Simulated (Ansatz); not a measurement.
# CH₅AlFNO: one species, many methods

One table from this session's results is given with a row withheld; the runs are named, their logs left out.

Method: functionals in def2-TZVPP, the program's frozen cores in correlated methods; program: Ansatz 0.2.0, Gaussian basis.

Levels to be run: LDA (SPW92), PBE-D4, revPBE-D4, BLYP-D4, r2SCAN-D4, B97M-V, PBE0-D4, B3LYP-D4, r2SCANh-D4, r2SCAN0-D4, HSE06-D4, BHLYP-D4, CAM-B3LYP-D4, LC-ωPBE, ωB97X-V, ωB97M-V, B2PLYP, PBE-QIDH; CCSD(T)/def2-SVP; CCSD(T)/def2-TZVPP; MP2/def2-QZVPP; extrapolation to the limit; RPA on PBE.

### Structure used throughout

All runs share one geometry, relaxed beforehand with PBE0-D4 in a triple-zeta def2 set.

10 atoms, charge 0, spin multiplicity 1.

Atoms are counted from 1 here; the program's logs count them from 0.

Bond lengths: O1–C2 1.456 Å, O1–Al5 2.015 Å, O1–H6 0.965 Å, C2–F3 1.399 Å, C2–N4 1.365 Å, C2–H7 1.094 Å, N4–Al5 1.853 Å, N4–H8 1.004 Å, Al5–H9 1.588 Å, Al5–H10 1.587 Å. Angles: C2–O1–Al5 89.2°, C2–O1–H6 109.4°, Al5–O1–H6 124.2°, O1–C2–F3 104.1°, O1–C2–N4 102.3°, O1–C2–H7 109.9°, F3–C2–N4 116.0°, F3–C2–H7 104.7°, N4–C2–H7 118.9°, C2–N4–Al5 99.1°, C2–N4–H8 116.7°, Al5–N4–H8 138.6°, O1–Al5–N4 69.1°, O1–Al5–H9 105.5°, O1–Al5–H10 111.3°, N4–Al5–H9 119.5°, N4–Al5–H10 117.4°, H9–Al5–H10 119.9°.

The first run:

File in.yaml:

```yaml
crystal:
  periodic: [false, false, false]
  atoms:
    - {symbol: O, position_ang: [-0.572562, 0.705315, -0.678861]}
    - {symbol: C, position_ang: [-0.391738, 0.591265, 0.760950]}
    - {symbol: F, position_ang: [-1.653679, 0.213126, 1.233278]}
    - {symbol: N, position_ang: [0.589853, -0.352065, 0.857008]}
    - {symbol: Al, position_ang: [0.741755, -0.799872, -0.934524]}
    - {symbol: H, position_ang: [-1.512226, 0.647117, -0.890253]}
    - {symbol: H, position_ang: [-0.219196, 1.581278, 1.194375]}
    - {symbol: H, position_ang: [1.168331, -0.319301, 1.676619]}
    - {symbol: H, position_ang: [-0.108244, -2.010129, -1.514234]}
    - {symbol: H, position_ang: [2.040907, -0.307837, -1.701557]}
basis:
  gaussian: {orbitals: def2-TZVPP}
hamiltonian: {xc: lda}
output: {orbitals: {seedname: orbitals}}
```

Steps of the session up to this table: LDA; PBE-D4 (GGA); revPBE-D4 (GGA); BLYP-D4 (GGA); r2SCAN-D4 (meta-GGA); B97M-V (meta-GGA); PBE0-D4 (hybrid); B3LYP-D4 (hybrid); r2SCANh-D4 (hybrid); r2SCAN0-D4 (hybrid); HSE06-D4 (hybrid); BHLYP-D4 (hybrid); CAM-B3LYP-D4 (range-separated); LC-ωPBE (range-separated); ωB97X-V (range-separated); ωB97M-V (range-separated); B2PLYP (double hybrid); PBE-QIDH (double hybrid).

One of the session's tables, all rows but one given; the rest of the session is left out.

It belongs to the step «Frontier levels by functional». 

```
  functional  HOMO (eV)  gap (eV)
 LDA (SPW92)      -6.07      4.80
      PBE-D4      -5.96      4.91
   revPBE-D4      -5.91      4.97
     BLYP-D4      -5.87      4.89
   r2SCAN-D4      -6.25      5.68
      B97M-V      -6.38      5.48
     PBE0-D4      -7.28      7.04
    B3LYP-D4          ?         ?
  r2SCANh-D4      -6.75      6.43
  r2SCAN0-D4      -7.49      7.54
    HSE06-D4      -6.88      6.27
    BHLYP-D4      -8.55      9.03
CAM-B3LYP-D4      -8.69      9.31
     LC-ωPBE     -10.05     11.83
     ωB97X-V      -9.70     11.32
     ωB97M-V      -9.54     10.79
```

Q: Estimate the row for B3LYP-D4 from the others.

Worked estimate for «HOMO (eV)». Against the share of exact exchange, BLYP-D4 (0, -5.87), BHLYP-D4 (0.5, -8.55) give a slope of -5.36 per unit share; at 0.2 the line stands at -6.94.

The run gave: HOMO (eV): -7.09; gap (eV): 6.59. In «HOMO (eV)» the line misses by +0.15.
